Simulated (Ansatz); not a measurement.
**SiBrF₃: basis-set convergence**

Aim: see how fast density functionals converge with the basis set for SiBrF₃.

Computed with Ansatz 0.2.0, Gaussian basis. Level: one geometry, several basis sets.

Levels to be run: PBE0-D4/def2-SVP; ωB97M-V/def2-SVP; PBE0-D4/def2-QZVPP; ωB97M-V/def2-QZVPP; the functionals' def2-TZVPP values are taken from earlier runs.

## 1. The relaxed structure

An earlier PBE0-D4 in a triple-zeta def2 set relaxation fixed the geometry.

SMILES `F[Si](F)(F)Br`, 5 atoms, charge 0, spin multiplicity 1.

Atoms are counted from 1 here; the program's logs count them from 0.

Bond lengths: F1–Si2 1.567 Å, Si2–F3 1.567 Å, Si2–F4 1.567 Å, Si2–Br5 2.163 Å. Angles: F1–Si2–F3 108.3°, F1–Si2–F4 108.3°, F1–Si2–Br5 110.6°, F3–Si2–F4 108.4°, F3–Si2–Br5 110.6°, F4–Si2–Br5 110.6°.

## 2. PBE0-D4 in def2-SVP

Input file in.yaml:

```yaml
crystal:
  periodic: [false, false, false]
  atoms:
    - {symbol: F, position_ang: [-0.028968, 0.035613, 1.596569]}
    - {symbol: Si, position_ang: [0.067125, -0.086262, 0.036828]}
    - {symbol: F, position_ang: [-0.415976, -1.518860, -0.376893]}
    - {symbol: F, position_ang: [1.570838, 0.066540, -0.378366]}
    - {symbol: Br, position_ang: [-1.143020, 1.429369, -0.919639]}
basis:
  gaussian: {orbitals: def2-SVP}
hamiltonian: {xc: pbe0, dispersion: d4}
output: {orbitals: {seedname: orbitals}}
```

The runs that follow: ωB97M-V in def2-SVP; PBE0-D4 in def2-QZVPP; ωB97M-V in def2-QZVPP.

Before running them: what should the planned runs give, taken together? Wanted: PBE0-D4: double and triple zeta above quadruple; ωB97M-V: double and triple zeta above quadruple.

The runs gave:

| quantity | value |
| --- | --- |
| PBE0-D4: double and triple zeta above quadruple | 24.36, 2.18 eV |
| ωB97M-V: double and triple zeta above quadruple | 24.36, 2.08 eV |

**Reading.** PBE0-D4 gains 22.18 eV from double to triple zeta, then 2.18 eV more. These are total energies; as a rule much of such shifts cancels in differences, which this series doesn't test. The LUMO of ωB97M-V is positive and keeps falling with the basis (2.31 to 1.51 eV): an unbound level that the basis holds in place.
